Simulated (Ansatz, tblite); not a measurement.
**SiMe2(SiMe3)2 (C₈H₂₄Si₃): one state, many levels**

How do method and basis change the picture of SiMe2(SiMe3)2 (C₈H₂₄Si₃) (singlet)?

Computed with Ansatz 0.2.0, Gaussian basis. Level: as each input shows.

Levels to be run: GFN1-xTB, GFN2-xTB, PBE-D4/def2-TZVP, r2SCAN-D4/def2-TZVP, LDA/def2-TZVP, r2SCAN0-D4/def2-TZVP, PBE-D4/def2-SVP, PBE0-D4/def2-SVP, HF/STO-3G, MP2/def2-SVP.

5 further runs of the same task are left out: 3 that didn't finish, 2 set aside as unsound or not needed.

## (1) The structure

The singlet was relaxed beforehand with PBE-D4/def2-SVP.

35 atoms, charge 0, spin multiplicity 1.

Bond lengths: Si1–C2 1.912 Å, Si1–C6 1.911 Å, Si1–Si10 2.359 Å, Si1–Si23 2.359 Å, C2–H3 1.109 Å, C2–H4 1.110 Å, C2–H5 1.110 Å, C6–H7 1.110 Å, C6–H8 1.109 Å, C6–H9 1.110 Å, Si10–C11 1.903 Å, Si10–C12 1.903 Å, Si10–C13 1.903 Å, C11–H14 1.111 Å, C11–H15 1.110 Å, C11–H16 1.110 Å, C12–H17 1.109 Å, C12–H18 1.110 Å and more. Angles: C2–Si1–C6 108.9°, C2–Si1–Si10 108.8°, C2–Si1–Si23 109.7°, C6–Si1–Si10 110.1°, C6–Si1–Si23 109.2°, Si10–Si1–Si23 110.1°, Si1–C2–H3 111.1°, Si1–C2–H4 111.1°, Si1–C2–H5 111.0°, H3–C2–H4 107.8°, H3–C2–H5 107.9°, H4–C2–H5 107.9°, Si1–C6–H7 110.9°, Si1–C6–H8 111.1°, Si1–C6–H9 111.0°, H7–C6–H8 107.9°, H7–C6–H9 107.9°, H8–C6–H9 107.8° and more.

Geometry (Å):

```mol
C8H24Si3
  3D, bonds by distance, orders not assigned

 35 34  0  0  0  0  0  0  0  0999 V2000
    0.8858    0.0011    0.4724 Si  0  0
    1.1158    0.0289    2.3699 C   0  0
    0.1361    0.0351    2.8900 H   0  0
    1.6769    0.9313    2.6914 H   0  0
    1.6793   -0.8632    2.7146 H   0  0
    2.6059   -0.0233   -0.3604 C   0  0
    3.1970    0.8723   -0.0764 H   0  0
    2.5142   -0.0347   -1.4658 H   0  0
    3.1826   -0.9222   -0.0576 H   0  0
   -0.3016    1.9327   -0.1790 Si  0  0
   -0.9510    1.7485   -1.9583 C   0  0
   -1.7738    2.1956    0.9970 C   0  0
    0.8370    3.4554   -0.0934 C   0  0
   -1.4642    2.6763   -2.2888 H   0  0
   -1.6778    0.9138   -2.0351 H   0  0
   -0.1256    1.5449   -2.6714 H   0  0
   -2.4571    1.3217    0.9905 H   0  0
   -1.4268    2.3453    2.0403 H   0  0
   -2.3611    3.0911    0.7024 H   0  0
    1.2339    3.6020    0.9324 H   0  0
    1.7026    3.3483   -0.7791 H   0  0
    0.2878    4.3774   -0.3803 H   0  0
   -0.3085   -1.9339   -0.1544 Si  0  0
   -2.1415   -1.7665    0.3288 C   0  0
   -0.1788   -2.1785   -2.0364 C   0  0
    0.4220   -3.4602    0.7167 C   0  0
   -2.7018   -2.6934    0.0831 H   0  0
   -2.6233   -0.9260   -0.2122 H   0  0
   -2.2562   -1.5785    1.4163 H   0  0
   -0.5868   -1.3065   -2.5870 H   0  0
    0.8778   -2.3108   -2.3482 H   0  0
   -0.7425   -3.0800   -2.3575 H   0  0
    1.4903   -3.5995    0.4512 H   0  0
    0.3572   -3.3620    1.8200 H   0  0
   -0.1238   -4.3825    0.4244 H   0  0
  1  2  8  0
  1  6  8  0
  1 10  8  0
  1 23  8  0
  2  3  8  0
  2  4  8  0
  2  5  8  0
  6  7  8  0
  6  8  8  0
  6  9  8  0
 10 11  8  0
 10 12  8  0
 10 13  8  0
 11 14  8  0
 11 15  8  0
 11 16  8  0
 12 17  8  0
 12 18  8  0
 12 19  8  0
 13 20  8  0
 13 21  8  0
 13 22  8  0
 23 24  8  0
 23 25  8  0
 23 26  8  0
 24 27  8  0
 24 28  8  0
 24 29  8  0
 25 30  8  0
 25 31  8  0
 25 32  8  0
 26 33  8  0
 26 34  8  0
 26 35  8  0
M  END
```

PBE0-D4/def2-TZVP was run before; its log isn't repeated, and its numbers join the tables.

## (2) GFN1-xTB

Tight binding, by tblite at 300 K electronic temperature and without a spin-polarisation term:

```python
tblite.interface.Calculator('GFN1-xTB', numbers, positions, charge=0, uhf=0).singlepoint()
```

Energy -963.0523 eV, HOMO -10.16 eV, LUMO -6.22 eV; 0.041 s.

## (3) GFN2-xTB

Tight binding, by tblite at 300 K electronic temperature and without a spin-polarisation term:

```python
tblite.interface.Calculator('GFN2-xTB', numbers, positions, charge=0, uhf=0).singlepoint()
```

Energy -938.2562 eV, HOMO -8.89 eV, LUMO -4.79 eV; 0.022 s.

## (4) PBE-D4/def2-TZVP

start.molden holds the orbitals of an earlier run on this state, given as this run's starting guess.

Input file in.yaml:

```yaml
crystal:
  periodic: [false, false, false]
  atoms:
    - {symbol: Si, position_ang: [0.885778, 0.001126, 0.472365]}
    - {symbol: C, position_ang: [1.115795, 0.028923, 2.369906]}
    - {symbol: H, position_ang: [0.136080, 0.035127, 2.890046]}
    - {symbol: H, position_ang: [1.676911, 0.931273, 2.691399]}
    - {symbol: H, position_ang: [1.679261, -0.863175, 2.714584]}
    - {symbol: C, position_ang: [2.605875, -0.023251, -0.360381]}
    - {symbol: H, position_ang: [3.197019, 0.872310, -0.076433]}
    - {symbol: H, position_ang: [2.514169, -0.034661, -1.465801]}
    - {symbol: H, position_ang: [3.182593, -0.922207, -0.057598]}
    - {symbol: Si, position_ang: [-0.301584, 1.932748, -0.179031]}
    - {symbol: C, position_ang: [-0.950952, 1.748503, -1.958298]}
    - {symbol: C, position_ang: [-1.773842, 2.195570, 0.996989]}
    - {symbol: C, position_ang: [0.837010, 3.455426, -0.093400]}
    - {symbol: H, position_ang: [-1.464211, 2.676282, -2.288797]}
    - {symbol: H, position_ang: [-1.677845, 0.913762, -2.035104]}
    - {symbol: H, position_ang: [-0.125603, 1.544876, -2.671443]}
    - {symbol: H, position_ang: [-2.457081, 1.321730, 0.990532]}
    - {symbol: H, position_ang: [-1.426802, 2.345295, 2.040263]}
    - {symbol: H, position_ang: [-2.361106, 3.091062, 0.702392]}
    - {symbol: H, position_ang: [1.233930, 3.602022, 0.932439]}
    - {symbol: H, position_ang: [1.702636, 3.348307, -0.779090]}
    - {symbol: H, position_ang: [0.287755, 4.377378, -0.380267]}
    - {symbol: Si, position_ang: [-0.308457, -1.933858, -0.154438]}
    - {symbol: C, position_ang: [-2.141488, -1.766525, 0.328761]}
    - {symbol: C, position_ang: [-0.178771, -2.178512, -2.036419]}
    - {symbol: C, position_ang: [0.421974, -3.460168, 0.716695]}
    - {symbol: H, position_ang: [-2.701770, -2.693442, 0.083063]}
    - {symbol: H, position_ang: [-2.623338, -0.926032, -0.212164]}
    - {symbol: H, position_ang: [-2.256196, -1.578549, 1.416317]}
    - {symbol: H, position_ang: [-0.586804, -1.306529, -2.586969]}
    - {symbol: H, position_ang: [0.877834, -2.310841, -2.348183]}
    - {symbol: H, position_ang: [-0.742504, -3.079984, -2.357494]}
    - {symbol: H, position_ang: [1.490250, -3.599514, 0.451208]}
    - {symbol: H, position_ang: [0.357246, -3.361987, 1.819972]}
    - {symbol: H, position_ang: [-0.123773, -4.382491, 0.424359]}
basis:
  gaussian: {orbitals: def2-TZVP, initial_orbitals: start.molden}
hamiltonian: {xc: pbe, dispersion: d4}
scf: {omitted_lower_state_checks: [starts]}
output: {orbitals: {seedname: orbitals}}
```

On the command line:

```sh
$ ansatz run in.yaml --threads 4 --pin off --events-out ev --progress --plain --max-ram 6963MiB
```

The runs that follow: r2SCAN-D4/def2-TZVP; LDA/def2-TZVP; r2SCAN0-D4/def2-TZVP; PBE-D4/def2-SVP; PBE0-D4/def2-SVP; HF/STO-3G; MP2/def2-SVP.

Q: Predict the results of all the runs planned. Wanted: gap in def2-TZVP, named functionals, smallest and largest; correlation energy, MP2/def2-SVP; binding an atom, functionals in def2-TZVP; PBE0 total energy, smallest basis above largest.

As calculated:

| quantity | value |
| --- | --- |
| gap in def2-TZVP, named functionals, smallest and largest | 4.92 eV (LDA), 7.20 eV (r2SCAN0-D4) |
| correlation energy, MP2/def2-SVP | -40.08 eV |
| binding an atom, functionals in def2-TZVP | 3.91 (r2SCAN0-D4) to 4.40 eV (LDA) |
| PBE0 total energy, smallest basis above largest | 17.49 eV (def2-SVP, def2-TZVP) |

**Reading.** Orbital gaps of the named functionals in def2-TZVP span 4.92 eV (LDA) to 7.20 eV (r2SCAN0-D4); exact exchange widens it.
